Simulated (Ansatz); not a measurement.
# One shape, several levels: SnTe (SMILES [Sn][Te])

Aim: a comparison of 6 runs (B3LYP/STO-3G, BHLYP/STO-3G, HSE06/STO-3G, UPBE/STO-3G, revPBE/STO-3G, wB97X/STO-3G) of SnTe. 

The calculation is run with Ansatz 0.2.0.

45 further runs of the same task are left out: 16 that didn't finish, 29 set aside as unsound or not needed.

## Step 1: The structure to begin with

The species is SnTe (2 atoms), meant as a singlet with charge 0. SMILES: `[Sn][Te]`. The Te2–Sn1 distance was set to 6.295 Å, away from the relaxed value.

## Step 2: A single-point energy at B3LYP/STO-3G (run 1)

molecule.yaml

```yaml
crystal:
  periodic: [false, false, false]
  atoms:
    - symbol: Sn
      position_ang: [0.000000, 0.000000, -3.767370]
    - symbol: Te
      position_ang: [-0.000000, -0.000000, 2.527330]
basis:
  gaussian: {orbitals: STO-3G}
magnetization: {spin_polarized: false}
hamiltonian: {xc: {name: B3LYP}}
accuracy: high
```

Run with:

```
ansatz run molecule.yaml --threads 1 --pin off --max-ram 3480MiB --events-out events.jsonl --progress --plain --runs-dir runs
```

What it wrote:

```text
Warning: RAYON_NUM_THREADS=1 ignored (pool sized by the plan → 1); use --threads N
Functional definition: B3LYP
  name "B3LYP"
  parameter a0 = 0.2
  parameter ax = 0.72
  parameter ac = 0.81
  exchange = (1 - a0 - ax)*slater_x + ax*b88_x + a0*exact_x
  correlation = (1 - ac)*vwn_rpa_c + ac*lyp_c
751 factors; integrals over basis functions are off by at most 4.5e-9 eV
mean field evaluation 1: about -340512.2664 eV, gradient 4.2e0 eV
mean field evaluation 2: about -340405.4216 eV, gradient 1.2e1 eV
mean field evaluation 4: about -340511.6751 eV, gradient 1.1e1 eV
mean field evaluation 8: about -340530.7332 eV, gradient 1.9e0 eV
mean field evaluation 16: about -340530.8542 eV, gradient 7.5e-2 eV
mean field evaluation 32: about -340530.8615 eV, gradient 2.6e-8 eV
mean field evaluation 64: about -340530.8615 eV, gradient 1.0e-3 eV
mean field evaluation 96: about -340530.8246 eV, gradient 8.0e-2 eV
mean field evaluation 128: about -340530.7827 eV, gradient 8.6e-2 eV
mean field evaluation 160: about -340500.1465 eV, gradient 8.5e1 eV
mean field evaluation 192: about -340530.8119 eV, gradient 2.2e0 eV
mean field evaluation 224: about -340530.8567 eV, gradient 6.2e-1 eV
mean field -340530.86148573 eV, -12514.2783394924 hartree, gradient 2.5e-8 eV, S^2 0.000000; 9 other end points of the search recorded, 0 dependent functions left out
reference -340530.86152396 eV, -12514.2783408973 hartree; 51, 51 occupied and 3, 3 virtual orbitals, 751 factors
Total energy: -340530.86152396 eV, -12514.2783408973 hartree
```

It took 21 s on 1 thread of AMD EPYC 9R14 (Zen 4), shared host; peak memory 0.21 GiB.

## Step 3: A single-point energy at BHLYP/STO-3G (run 2)

molecule.yaml, as its differences from that of step 2:

```diff
@@ -8,5 +8,6 @@
 basis:
-  gaussian: {orbitals: STO-3G}
-magnetization: {spin_polarized: false}
-hamiltonian: {xc: {name: B3LYP}}
+  gaussian:
+    orbitals: STO-3G
+hamiltonian:
+  xc: {name: BHLYP}
 accuracy: high
```

Run with:

```
ansatz run molecule.yaml --threads 1 --pin off --max-ram 3480MiB --events-out events.jsonl --progress --plain --runs-dir runs
```

What it wrote:

```text
Warning: RAYON_NUM_THREADS=1 ignored (pool sized by the plan → 1); use --threads N
Functional definition: BHLYP
  name "BHLYP"
  parameter a = 0.5
  exchange = (1 - a)*b88_x + a*exact_x
  correlation = lyp_c
751 factors; integrals over basis functions are off by at most 4.5e-9 eV
mean field evaluation 1: about -340523.2971 eV, gradient 3.7e0 eV
mean field evaluation 2: about -340416.5543 eV, gradient 1.1e1 eV
mean field evaluation 4: about -340522.6693 eV, gradient 1.1e1 eV
mean field evaluation 8: about -340540.9987 eV, gradient 3.4e0 eV
mean field evaluation 16: about -340541.2322 eV, gradient 4.3e-2 eV
mean field evaluation 32: about -340523.2971 eV, gradient 3.7e0 eV
mean field evaluation 64: about -340541.0187 eV, gradient 3.5e0 eV
mean field -340541.24780693 eV, -12514.6600297565 hartree, gradient 1.1e-8 eV, S^2 0.000000; 5 other end points of the search recorded, 0 dependent functions left out
reference -340541.24783303 eV, -12514.6600307154 hartree; 51, 51 occupied and 3, 3 virtual orbitals, 751 factors
Total energy: -340541.24783303 eV, -12514.6600307154 hartree
```

It took 9.6 s on 1 thread of AMD EPYC 9R14 (Zen 4), shared host; peak memory 0.2 GiB.

Runs 3 to 4 aren't shown in full; the table further down has their settings and results.

## Step 4: The energy at revPBE/STO-3G (run 5)

input.yaml

```yaml
crystal:
  periodic: [false, false, false]
  atoms:
    - {symbol: Sn, position_ang: [0.000000, 0.000000, -3.767370]}
    - {symbol: Te, position_ang: [-0.000000, -0.000000, 2.527330]}
basis:
  gaussian:
    orbitals: STO-3G
total_charge: 0
hamiltonian:
  xc: {name: revPBE}
accuracy: high
```

Run with:

```
ansatz run input.yaml --threads 1 --pin off --max-ram 3480MiB --events-out events.jsonl --progress --plain --runs-dir runs
```

What it wrote (excerpt; [...] marks lines left out):

```text
Warning: RAYON_NUM_THREADS=1 ignored (pool sized by the plan → 1); use --threads N
Functional definition: revPBE
  name "revPBE"
[...]
751 factors; integrals over basis functions are off by at most 4.5e-9 eV
[...]
mean field -340513.12390580 eV, -12513.6264954531 hartree, gradient 2.6e-8 eV, S^2 0.000000; 10 other end points of the search recorded, 0 dependent functions left out
reference -340513.12390899 eV, -12513.6264955702 hartree; 51, 51 occupied and 3, 3 virtual orbitals, 751 factors
Total energy: -340513.12390899 eV, -12513.6264955702 hartree
```

Wall time 26 s (1 thread of AMD EPYC 9R14 (Zen 4), shared host); peak memory 0.13 GiB.

## Step 5: A single-point energy at wB97X/STO-3G (run 6)

molecule.yaml

```yaml
crystal:
  periodic: [false, false, false]
  atoms:
    - {symbol: Sn, position_ang: [0.000000, 0.000000, -3.767370]}
    - {symbol: Te, position_ang: [-0.000000, -0.000000, 2.527330]}
basis:
  gaussian:
    orbitals: STO-3G
hamiltonian:
  xc: {name: wB97X}
accuracy: high
```

Run with:

```
ansatz run molecule.yaml --threads 1 --pin off --max-ram 3480MiB --events-out events.jsonl --progress --plain --runs-dir runs
```

What it wrote (excerpt; [...] marks lines left out):

```text
Warning: RAYON_NUM_THREADS=1 ignored (pool sized by the plan → 1); use --threads N
Functional definition: wB97X
  name "wB97X"
[...]
      + exact_x_lr(omega)
[...]
      + integral(e_c_pw_opposite_spin*poly(b97_u_opposite, 1, cos1, cos2, cos3, cos4))
751 factors; integrals over basis functions are off by at most 4.5e-9 eV
137 factors; integrals over basis functions are off by at most 5.7e-10 eV
[...]
mean field -340539.43712460 eV, -12514.5934884081 hartree, gradient 1.3e-8 eV, S^2 0.000000; 2 other end points of the search recorded, 0 dependent functions left out
reference -340539.43712241 eV, -12514.5934883277 hartree; 51, 51 occupied and 3, 3 virtual orbitals, 751 factors
Total energy: -340539.43712241 eV, -12514.5934883277 hartree
```

It took 20 s on 1 thread of AMD EPYC 9R14 (Zen 4), shared host; peak memory 0.35 GiB.

## Step 6: The series

| run | level | energy (Eh) | wall time |
| --- | --- | --- | --- |
| 1 | B3LYP/STO-3G | -12514.278341 | 21 s |
| 2 | BHLYP/STO-3G | -12514.660031 | 9.6 s |
| 3 | HSE06/STO-3G | -12513.771205 | 26 s |
| 4 | UPBE/STO-3G | -12513.134407 | 59 s |
| 5 | revPBE/STO-3G | -12513.626496 | 26 s |
| 6 | wB97X/STO-3G | -12514.593488 | 20 s |

## Step 7: Results

```
           quantity            value
run 6: total energy  -12514.59349 Eh
```

**Reading.** Totals of different functionals can't be ranked against each other. In runs 1, 2, 3, 4, 5, 6 the basis is minimal, so the values are rough. In runs 1, 2, 3, 5, 6 a closed-shell determinant meets a far-stretched bond, which it describes badly. In runs 1, 2, 3, 4, 5, 6 relativity is left out where basis or elements ask for it. Spin contamination of the reference: run 4 ⟨S²⟩ = 1.81. Where it is this large, the reference is a mixture of spin states, and values that rest on it are in doubt. All runs together took 2.7 min, the longest 59 s.
